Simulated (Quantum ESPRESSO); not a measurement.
Crystal: Cu.

```
Cu
1.0
    -1.42500    1.42500    1.42500
     1.42500   -1.42500    1.42500
     1.42500    1.42500   -1.42500
Cu
1
Direct
  0.00000 0.00000 0.00000
```

The cell was built by a generator and needn't be a form met in nature.

Base run:

| Property | Result |
| --- | --- |
| Program | Quantum ESPRESSO 7.5 |
| Functional | LDA |
| Potentials or basis | GBRV 1.5 LDA |
| Cutoff | 762 eV |
| Density cutoff | 6095 eV |
| k mesh | 18 × 18 × 18 |
| Occupations | methfessel-paxton, width 0.1 eV |
| Spin | no spin polarisation |

Its results: band gap on the k mesh none (metal or under the smearing width); pressure -9.3 GPa.

Problem. The run is repeated on the same cell with these changes: functional from LDA to PBEsol; potentials or basis from GBRV 1.5 LDA to GBRV 1.5 PBEsol. What comes out?

Solution. Band gap on the k mesh none (metal or under the smearing width); pressure -3.1 GPa.

Not every run made on this cell is shown here.
